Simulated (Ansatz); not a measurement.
**VO4 (-3): geometry at several levels**

The task here is to estimate one member of a computed series from the others.

Method: the levels named in each step, in Ansatz 0.2.0.

## The system as given

Bond lengths: O1–V2 1.689 Å, V2–O3 1.689 Å, V2–O4 1.689 Å, V2–O5 1.689 Å. Angles: O1–V2–O3 109.5°, O1–V2–O4 109.5°, O1–V2–O5 109.5°, O3–V2–O4 109.5°, O3–V2–O5 109.5°, O4–V2–O5 109.4°.

Coordinates:

```xyz
5

O     1.5873   -0.5370   -0.2098
V    -0.0001    0.0000    0.0001
O    -0.0722    1.6650   -0.2725
O    -0.5039   -0.3348    1.5766
O    -1.0121   -0.7939   -1.0941
```

Set-up of the first run:

input.yaml

```yaml
crystal:
  periodic: [false, false, false]
  atoms:
    - { symbol: O, position_ang: [1.58725, -0.53704, -0.20978] }
    - { symbol: V, position_ang: [-0.00012, 0.0, 5.0e-05] }
    - { symbol: O, position_ang: [-0.07225, 1.66503, -0.27245] }
    - { symbol: O, position_ang: [-0.50386, -0.33482, 1.57664] }
    - { symbol: O, position_ang: [-1.01213, -0.79392, -1.0941] }
total_charge: -3
basis:
  gaussian: { orbitals: def2-SVPD }
hamiltonian:
  xc: pbe
  dispersion: d4
relax:
  f_tol: 0.03
  max_steps: 200
```

Launch:

```sh
$ ansatz run input.yaml --threads 2 --pin off --max-ram 5120MiB --backend cpu --events-out ev --progress --plain --runs-dir out
```

Among the steps run: A rough first relaxation, PBE-D4/def2-SVPD; Relaxation, HF/STO-3G; Relaxation, HF/def2-SVPD; Relaxation, LDA/def2-SVPD; Relaxation, PBE-D4/def2-SVPD.

One table of the session follows, with a row left open; its other results are not shown here.

It belongs to the step «Geometries side by side». 

```
           level  O1–V2 (Å)  V2–O3 (Å)  V2–O4 (Å)
       HF/STO-3G     1.6288     1.6288     1.6288
    HF/def2-SVPD     1.7016     1.7016     1.7016
   LDA/def2-SVPD     1.7318     1.7318     1.7318
PBE-D4/def2-SVPD          ?          ?          ?
```

Estimate the missing values for PBE-D4/def2-SVPD.

**Answer.** O1–V2 (Å): 1.7571; V2–O3 (Å): 1.7571; V2–O4 (Å): 1.7571. In the column «O1–V2 (Å)» it is the highest.

Caveats from the session: A small anion of this charge may not be bound in the gas phase; the finite basis can hold electrons that would leave.
